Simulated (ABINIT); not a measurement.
Ti3Se:

```
CELL_PARAMETERS angstrom
3.19745 0.00000 0.00000
-1.59872 2.76907 0.00000
0.00000 0.00000 7.94275
ATOMIC_POSITIONS crystal
Se 0.00000 0.00000 0.00000
Ti 0.66667 0.33333 0.50000
Ti 0.33333 0.66667 0.77290
Ti 0.33333 0.66667 0.22710
```

The cell comes from a database or a generator and needn't be the stable form of this composition.

| Item | Value |
| --- | --- |
| Program | ABINIT 10.8.3 (patched build) |
| Task | single point |
| Functional | PBE |
| Potentials or basis | JTH PAW PBE v2.0 |
| Cutoff | 408 eV |
| k mesh | 10 × 10 × 4 |
| Occupations | fermi-dirac, width 0.05 eV |
| Spin | no spin polarisation |

On this cell: pressure 0.4 GPa; largest force 0.040 eV/Å; band gap on the k mesh none (metal or under the smearing width).

The same run follows on a disturbed copy (atoms moved at random, drawn with an rms of 0.05 Å):

```xyz
4
Lattice="3.1974 0.0000 0.0000 -1.5987 2.7691 0.0000 0.0000 0.0000 7.9427" Properties=species:S:1:pos:R:3 pbc="T T T"
Se   -0.0140    0.0179    0.0289
Ti    1.5377    0.9292    3.9434
Ti   -0.0048    1.8907    6.1834
Ti   -0.0237    1.8698    1.7770
```

What changes?

The energy (extrapolated to zero smearing) moves by +8.0 meV/atom; pressure 1.0 GPa; largest force 0.508 eV/Å; band gap on the k mesh none (metal or under the smearing width).

Forces in eV/Å, atoms in the order of the input:
```
Se   0.000  0.123 -0.258
Ti   0.101  0.062  0.315
Ti  -0.107 -0.151 -0.473
Ti   0.007 -0.033  0.416
```

Stress tensor (GPa, compression positive):
```
 0.76 -0.46  0.23
-0.46  0.91  0.20
 0.23  0.20  1.39
```
